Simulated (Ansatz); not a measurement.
# Ca (Ca (111), 3 layers): how the settings move a single-point run

How sensitive is a single-point run of Ca (Ca (111), 3 layers) to its settings? A reference run comes first, then one run with altered input.

Program: Ansatz 0.2.0. Level of theory: reference: DFT, LDA, all-electron LAPW, scalar-relativistic. These are calculated values, not measurements.

## 1. The structure to begin with

Symmetry: P-3m1, No. 164, trigonal system. Conventional cell: a = 3.778 Å, b = 3.778 Å, c = 26.169 Å, α = 90.00°, β = 90.00°, γ = 120.00°. Ca (site symmetry 3m) has 9 Ca at 3.71 to 3.78 Å as nearest neighbours. Ca (site symmetry -3m) is surrounded by 12 Ca at 3.71 to 3.78 Å.

As a file:

```
CELL_PARAMETERS angstrom
3.77802 0.00000 0.00000
-1.88901 3.27186 0.00000
0.00000 0.00000 26.16950
ATOMIC_POSITIONS crystal
Ca 0.16667 0.33333 0.38539
Ca 0.50000 0.00000 0.50000
Ca 0.83333 0.66667 0.61461
```

## 2. Reference

input.yaml

```yaml
crystal:
  lattice:
    - [3.778021261, 0.0, 0.0]
    - [-1.8890106305, 3.271862388, 0.0]
    - [0.0, 0.0, 26.1695]
  atoms:
    - { symbol: Ca, position: [0.1666666667, 0.3333333333, 0.3853927386] }
    - { symbol: Ca, position: [0.5, 1.0, 0.4999999923] }
    - { symbol: Ca, position: [0.8333333333, 0.6666666667, 0.6146072687] }
kpoints:
  mp_grid: { grid: [10, 10, 1] }
scf:
  occupations: { method: fermi_dirac, width: 0.08 }
hamiltonian:
  xc: lda
  pseudopotentials: { kind: all_electron, lapw: { basis_error: 0.001 } }
output:
  forces: true
  stress: true
  eigenvalues: true
efield:
  axis: 3
  amplitude: 0.5
  dipole_correction: true
```

On the command line:

```console
$ ansatz run input.yaml --threads 2 --pin off --max-ram 4096MiB --backend cpu --events-out ev --progress --plain --runs-dir out
```

## 3. Variant: mp_grid.grid [5, 5, 1]

input.yaml, as its differences from that of step 2:

```diff
@@ -10,3 +10,3 @@
 kpoints:
-  mp_grid: { grid: [10, 10, 1] }
+  mp_grid: { grid: [5, 5, 1] }
 scf:
```

What does the calculation give? Wanted: for each run, ending; energy change; gap; force.

The runs gave:

```tsv
run	ending	energy change	gap (eV)	force (eV/Å)	cycles	time
reference	converged	0	0.00	0.02	14	10 s
1: mp_grid.grid [5, 5, 1]	converged	+3.9 meV/atom	0.19	0.04	12	4.5 s
```

Residual by cycle in the longest SCF loop of each run; runs are numbered as in the table. The quantity is the density residual dr2, in eV.

```tsv
cycle	reference	run 1
1	11.5	11.9
2	89.6	43.2
3	2.8	2.02
5	0.112	0.11
6	0.0304	0.0232
7	0.0185	0.0132
8	0.0314	0.00151
9	0.00388	2.1e-4
10	3.4e-5	1.1e-5
12	2.0e-6	1.7e-8
13	1.0e-7	-
14	2.8e-8	-
```

Changing the k-point mesh moves the energy by +3.9 meV/atom, and a gap of 0.19 eV opens on the mesh. Sampling errors of the energy have no fixed sign. A gap read on a mesh depends on which points the mesh holds, and a coarse mesh shifts the density too. Cost: 12 SCF cycles against 14, 4.5 s against 10 s.
